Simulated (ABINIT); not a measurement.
A run of ABINIT 10.8.3 (patched build) is set up as follows.

The input run.abi:

```
# Pseudopotentials
pp_dirpath "./"
pseudos "Mo.upf, S.upf"

# Structure
acell 5.9885420889 5.988542089 23.2889847599
rprim
     1.0000000000     0.0000000000     0.0000000000
    -0.5000000000     0.8660254038     0.0000000000
     0.0000000000     0.0000000000     1.0000000000
ntypat 2
znucl 42 16
natom 6
typat 1 1 2 2 2 2
xred
     0.3333333333     0.6666666667     0.2500000000
     0.6666666667     0.3333333333     0.7500000000
     0.3333333333     0.6666666667     0.6230000000
     0.6666666667     0.3333333333     0.1230000000
     0.3333333333     0.6666666667     0.8770000000
     0.6666666667     0.3333333333     0.3770000000

# Plane-wave basis
ecut 40.0

# k points
kptopt 1
ngkpt 8 8 2
nshiftk 1
shiftk 0.0 0.0 0.0

# Exchange and correlation
ixc 7

# Bands and occupations
nband 32
occopt 3
tsmear 0.05 eV

# SCF cycle
nstep 100
tolvrs 1.0e-10

# Output
iomode 3
prtwf 0
prtden 0
prteig 0
prtebands 0
```

Potentials or basis: PseudoDojo NC SR LDA v0.4.1 standard.

Command:

```bash
$ abinit run.abi > log 2>&1
```

**Question.** Predict the largest force.

**Answer.** 0.471 eV/Å.

**Question.** What does it give for the band gap on the k mesh?

**Answer.** 0.91 eV, indirect (least direct gap 1.93 eV).

**Question.** Predict the pressure.

**Answer.** -5.6 GPa.

Forces on the atoms (eV/Å):
```
Mo   0.000  0.000  0.000
Mo   0.000  0.000  0.000
S    0.000  0.000  0.471
S    0.000  0.000  0.471
S    0.000  0.000 -0.471
S    0.000  0.000 -0.471
```

**The experiment to reproduce.**

“Multiwavelength excitation Raman Scattering Analysis of bulk and 2 dimensional MoS2: Vibrational properties of atomically thin MoS2 layers”, 2015, arxiv:1506.03228 reports, for a bulk crystal of MoS2 at 300 K: band gap 1.3 eV (indirect).

A measured gap of MoS2 is 1.3 eV (indirect; 300 K; “Multiwavelength excitation Raman Scattering Analysis of bulk and 2 dimensional MoS2: Vibrational properties of atomically thin MoS2 layers”, 2015, arxiv:1506.03228); the calculated 0.91 eV misses it by -0.39 eV. Spin-orbit coupling on Mo is left out. The value is that of LDA on a finite k mesh, which can miss the band edges, without temperature or zero-point motion. Semilocal functionals fall short of measured gaps as a rule.
